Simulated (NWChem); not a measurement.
**AlGeH4Cl (SMILES [Cl][AlH][GeH3]): HF/3-21G**

Aim: a geometry optimisation of AlGeH4Cl. 

The calculation is run with NWChem 7.3.0.

**1. The system as given**

AlGeH4Cl: 7 atoms, total charge 0, spin state singlet. SMILES: `[Cl][AlH][GeH3]`. The coordinates come from a PBE0-D4/def2-TZVP relaxation. The run starts from this shape.

Bond lengths: Cl1–Al2 2.102 Å, Al2–Ge3 2.467 Å, Al2–H4 1.580 Å, Ge3–H5 1.540 Å, Ge3–H6 1.540 Å, Ge3–H7 1.540 Å. Angles: Cl1–Al2–Ge3 116.8°, Cl1–Al2–H4 116.5°, Ge3–Al2–H4 126.7°, Al2–Ge3–H5 111.0°, Al2–Ge3–H6 111.0°, Al2–Ge3–H7 112.3°, H5–Ge3–H6 107.2°, H5–Ge3–H7 107.6°, H6–Ge3–H7 107.6°.

**2. A structure relaxation at HF/3-21G**

The input, nw.nw:

```
START nw
TITLE "AlClGeH4 hf"
memory stack 880 mb heap 220 mb global 1100 mb

GEOMETRY units angstrom
  Cl    -2.499300    -1.527200    -0.126900
  Al    -0.425400    -1.314700     0.144500
  Ge     0.501100     0.959800    -0.093300
  H      0.379500    -2.632000     0.480000
  H      0.225700     1.522500    -1.499900
  H     -0.144000     1.926400     0.916800
  H      2.023700     0.997300     0.133100
END

BASIS spherical bse
  * library 3-21G
END

SCF
  thresh 1e-07
  maxiter 80
  print low
END

DRIVER
  maxiter 60
END

FREQ
  temp 2 298.15 573.15
END

TASK scf optimize
TASK scf frequencies
```

On the command line:

```console
nwchem nw.nw > nw.out
```

Q: Predict the results. Wanted: total energy at the end; lowest harmonic wavenumber; highest harmonic wavenumber; zero-point energy; ideal-gas entropy at 298.15 K.

**Answer.** As computed:

Level: HF/3-21G.

| quantity | value |
| --- | --- |
| total energy at the end | -2765.59231 Eh |
| lowest harmonic wavenumber | 33 cm⁻¹ |
| highest harmonic wavenumber | 2146 cm⁻¹ |
| zero-point energy | 84.6 kJ/mol |
| ideal-gas entropy at 298.15 K (symmetry number 1 as used) | 82.4 cal/(mol K) |

**Reading.** At the final geometry: Bond lengths: Cl1–Al2 2.219 Å, Al2–Ge3 2.497 Å, Al2–H4 1.588 Å, Ge3–H5 1.537 Å, Ge3–H6 1.536 Å, Ge3–H7 1.538 Å. Angles: Cl1–Al2–Ge3 117.9°, Cl1–Al2–H4 113.0°, Ge3–Al2–H4 129.1°, Al2–Ge3–H5 110.1°, Al2–Ge3–H6 110.1°, Al2–Ge3–H7 109.1°, H5–Ge3–H6 109.4°, H5–Ge3–H7 109.1°, H6–Ge3–H7 109.1°. All 15 modes are real, so the shape is a minimum at this level. The optimisation took 8 steps and changed the energy by -0.118 eV.
